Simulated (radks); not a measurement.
# The Coulomb parameter U of the 4f shell of Yb⁺

Aim: U as the second difference [E(n + 0.5) + E(n − 0.5) − 2E(n)]/0.5², with all orbitals relaxed. Bare: the atom's charge changes with n. Screened: the 5d shell takes up the change. The start is a model configuration, not necessarily the ground state.

Program: radks (a radial shooting solver on a logarithmic mesh, Libxc functionals) version 1. Level of theory: scalar-relativistic Kohn-Sham, r2SCAN, spin-unpolarised, spherical densities, finite nucleus. These are calculated values, not measurements, unless marked.

### 1 Starting point

```
element            : ytterbium (Z = 70)
charge             : +1
electrons          : 69
configuration      : [Xe] 4f13 5d1 6s1
nuclear rms radius : 5.3108 fm
```

The outer shells:

Yb⁺
```
[Xe] core
4f [↑↓][↑↓][↑↓][↑↓][↑↓][↑↓][↑ ]
5d [↑ ][  ][  ][  ][  ]
6s [↑ ]
```

### 2 Start: [Xe] 4f13 5d1 6s1

Settings of this run:

```text
Z 70
configuration [Xe] 4f13 5d1 6s1
relativity scalar-relativistic
functional r2scan,r2scan
spin unpolarised
nucleus finite rms 5.3108 fm
c 137.035999084
```

The run is started by

```sh
python run_ks.py task.json out
```

The same process makes all the runs of this session.

### 3 Bare +0.5: [Xe] 4f13.5 5d1 6s1

Settings, as their differences from step 2:

```diff
@@ -1,3 +1,3 @@
 Z 70
-configuration [Xe] 4f13 5d1 6s1
+configuration [Xe] 4f13.5 5d1 6s1
 relativity scalar-relativistic
```

### 4 Bare -0.5: [Xe] 4f12.5 5d1 6s1

Settings, as their differences from step 3:

```diff
@@ -1,3 +1,3 @@
 Z 70
-configuration [Xe] 4f13.5 5d1 6s1
+configuration [Xe] 4f12.5 5d1 6s1
 relativity scalar-relativistic
```

### 5 Screened +0.5: [Xe] 4f13.5 5d0.5 6s1

Settings, as their differences from step 4:

```diff
@@ -1,3 +1,3 @@
 Z 70
-configuration [Xe] 4f12.5 5d1 6s1
+configuration [Xe] 4f13.5 5d0.5 6s1
 relativity scalar-relativistic
```

### 6 Screened -0.5: [Xe] 4f12.5 5d1.5 6s1

Settings of this run:

```text
Z 70
configuration [Xe] 4f12.5 5d1.5 6s1
relativity scalar-relativistic
functional r2scan,r2scan
spin unpolarised
nucleus finite rms 5.3108 fm
c 137.035999084
```

Q: Predict the outcome of this session.

**Answer**, as computed:

```csv
quantity,value (eV)
"U, bare",16.331
"U, screened by 5d",5.523
"F0(4f,4f), frozen orbitals",34.619
```

**Reading.** Relaxing the orbitals brings U down to 47 % of the Slater integral F0. Letting 5d compensate leaves 34 % of the bare value; this second difference measures U(4f,4f) + U(5d,5d) − 2U(4f,5d). A solid screens further than the bare atom, so the bare value is an upper guide for the U of a crystal.
